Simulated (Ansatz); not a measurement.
**SbH2 radical (SMILES [SbH2]): one structure at several levels**

Aim: energy, forces and dipole at a structure displaced at random from a GFN2-xTB minimum, from CCSD(T) and from density functionals.

Program: Ansatz 0.2.0, Gaussian basis. Level of theory: single points in def2-TZVPP. These are calculated values, not measurements.

Correlated methods freeze the cores. Filled d shells of the heavier atoms are correlated. Core potentials replace the inner electrons past krypton, and spin-orbit coupling is left out. Orbitals are unrestricted.

## (1) Where the work starts

SMILES `[SbH2]`, 3 atoms, charge 0, spin multiplicity 2.

Atoms are counted from 1 here; the program's logs count them from 0.

Bond lengths: Sb1–H2 1.690 Å, Sb1–H3 1.921 Å. Angles: H2–Sb1–H3 88.9°.

Geometry (Å):

```xyz
3
H2Sb
Sb    0.78430   -0.40270    0.44440
H     0.16960    1.16430    0.29270
H    -0.65720   -1.03660   -0.65520
```

## (2) CCSD(T)/def2-TZVPP

Input file run/in.yaml:

```yaml
crystal:
  periodic: [false, false, false]
  atoms:
    - {symbol: Sb, position_ang: [0.784300, -0.402700, 0.444400]}
    - {symbol: H, position_ang: [0.169600, 1.164300, 0.292700]}
    - {symbol: H, position_ang: [-0.657200, -1.036600, -0.655200]}
basis:
  gaussian: {orbitals: def2-TZVPP}
magnetization: {spin_polarized: true, initial_magnetization: 1}
correlation: {method: ccsd_t}
scf: {omitted_lower_state_checks: [cluster_reference]}
output: {forces: true}
```

Run with:

```sh
> ansatz run in.yaml --threads 4 --pin off --events-out ev --progress --plain --max-ram 5222MiB
```

## (3) PBE0-D4/def2-TZVPP

run/in.yaml, as its differences from that of step 2:

```diff
@@ -9,4 +9,3 @@
 magnetization: {spin_polarized: true, initial_magnetization: 1}
-correlation: {method: ccsd_t}
-scf: {omitted_lower_state_checks: [cluster_reference]}
-output: {forces: true}
+hamiltonian: {xc: pbe0, dispersion: d4}
+output: {forces: true, orbitals: {seedname: orbitals}}
```

## (4) wB97M-V/def2-TZVPP

run/in.yaml, as its differences from that of step 3:

```diff
@@ -9,3 +9,3 @@
 magnetization: {spin_polarized: true, initial_magnetization: 1}
-hamiltonian: {xc: pbe0, dispersion: d4}
-output: {forces: true, orbitals: {seedname: orbitals}}
+hamiltonian: {xc: {name: wB97M-V}}
+output: {forces: true}
```

## (5) r2SCAN-D4/def2-TZVPP

run/in.yaml, as its differences from that of step 4:

```diff
@@ -9,3 +9,3 @@
 magnetization: {spin_polarized: true, initial_magnetization: 1}
-hamiltonian: {xc: {name: wB97M-V}}
+hamiltonian: {xc: r2scan, dispersion: d4}
 output: {forces: true}
```

## (6) PBE-D4/def2-TZVPP

run/in.yaml, as its differences from that of step 5:

```diff
@@ -9,3 +9,3 @@
 magnetization: {spin_polarized: true, initial_magnetization: 1}
-hamiltonian: {xc: r2scan, dispersion: d4}
+hamiltonian: {xc: pbe, dispersion: d4}
 output: {forces: true}
```

## (7) CAM-B3LYP-D4/def2-TZVPP

run/in.yaml, as its differences from that of step 6:

```diff
@@ -9,3 +9,3 @@
 magnetization: {spin_polarized: true, initial_magnetization: 1}
-hamiltonian: {xc: pbe, dispersion: d4}
+hamiltonian: {xc: {name: CAM-B3LYP}, dispersion: d4}
 output: {forces: true}
```

## (8) SPW92/def2-TZVPP

run/in.yaml, as its differences from that of step 7:

```diff
@@ -9,3 +9,3 @@
 magnetization: {spin_polarized: true, initial_magnetization: 1}
-hamiltonian: {xc: {name: CAM-B3LYP}, dispersion: d4}
+hamiltonian: {xc: lda}
 output: {forces: true}
```

(Steps that only read results are left out.)

Q: Predict the outcome of this session. Wanted: energy less free atoms, CCSD(T)/def2-TZVPP; RMS force component; RMS force error; HOMO and LUMO, PBE0-D4; T1 diagnostic.

As calculated:

```
                                  quantity                                                                                              value
energy less free atoms, CCSD(T)/def2-TZVPP                                                                                          -5.071 eV
                       RMS force component                                                               0.831 to 0.984 eV/Å over the methods
                           RMS force error  PBE0-D4 0.069, wB97M-V 0.052, r2SCAN-D4 0.081, PBE-D4 0.225, CAM-B3LYP-D4 0.036, SPW92 0.155 eV/Å
                    HOMO and LUMO, PBE0-D4                                                                                 -6.41 and -3.12 eV
                             T1 diagnostic                                                                                              0.015
```

What this shows: Against CCSD(T) the functionals' energies less atoms differ by -1.085 to -0.057 eV, PBE-D4 by -0.217 eV. The reference is not at the basis limit: in triple zeta CCSD(T) underbinds, which counts against methods that bind more; the gaps are no ranking. For forces CAM-B3LYP-D4 does best and PBE-D4 worst. Frozen-core CCSD(T) forces in triple zeta carry basis errors of their own, and this is one geometry, so small gaps rank nothing.
